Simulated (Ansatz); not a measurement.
# BaMn2Bi2: the cost of one run

Program: Ansatz 0.2.0. Level of theory: DFT PBE, scalar-relativistic, plane waves, PAW. These are calculated values, not measurements.

4 further runs of the same task are left out: 1 that didn't finish, 3 set aside as unsound or not needed.

### Step 1. The system as given

Symmetry: I4/mmm, No. 139, tetragonal system. Conventional cell: a = 4.607 Å, b = 4.607 Å, c = 13.769 Å, α = 90.00°, β = 90.00°, γ = 90.00°. Ba (site symmetry 4/mmm) has 8 Bi at 3.73 Å and 8 Mn at 4.14 Å as nearest neighbours. Around Mn (site symmetry -4m2) lie 4 Bi at 2.82 Å. Bi (site symmetry 4mm) is surrounded by 4 Mn at 2.82 Å.

Structure file:

```xyz
5
Lattice="-2.3036 2.3036 6.8844 2.3036 -2.3036 6.8844 2.3036 2.3036 -6.8844" Properties=species:S:1:pos:R:3 pbc="T T T"
Ba    0.0000    0.0000    0.0000
Mn    2.3036    0.0000    3.4422
Mn    0.0000    2.3036    3.4422
Bi    0.0000    0.0000    5.0770
Bi    0.0000    0.0000    8.6918
```

An earlier run at PBE left this cell at 29.225 Å³/atom and 0.00 GPa (12×12×12 mesh).

### Step 2. Antiferromagnetic, in the cell as typed

input.yaml

```yaml
crystal:
  lattice:
    - [-2.3035695206, 2.3035695206, 6.8843768461]
    - [2.3035695206, -2.3035695206, 6.8843768461]
    - [2.3035695206, 2.3035695206, -6.8843768461]
  atoms:
    - { symbol: Ba, position: [0.0, 0.0, 0.0] }
    - { symbol: Mn, position: [0.25, 0.75, 0.5], spin: 3.5 }
    - { symbol: Mn, position: [0.75, 0.25, 0.5], spin: -3.5 }
    - { symbol: Bi, position: [0.3687315193, 0.3687315193, 0.0] }
    - { symbol: Bi, position: [0.6312684807, 0.6312684807, 0.0] }
basis:
  ecutwfc: 420
  ecutrho_ratio: 4
kpoints:
  mp_grid: { grid: [12, 12, 12] }
hamiltonian:
  xc: pbe
scf:
  occupations: { method: gaussian, width: 0.05 }
  lower_state_search: "off"
output:
  forces: true
  stress: true
  eigenvalues: true
  populations: true
magnetization:
  spin_polarized: true
```

On the command line:

```
$ ansatz run input.yaml --threads 4 --pin off --max-ram 10240MiB --backend cpu --events-out ev --progress --plain --runs-dir out
```

**Question.** How long does this run take on 4 threads of Arm Neoverse V2, shared host, and how much memory does it need?

About 81 s, with a peak of 1.6 GiB.
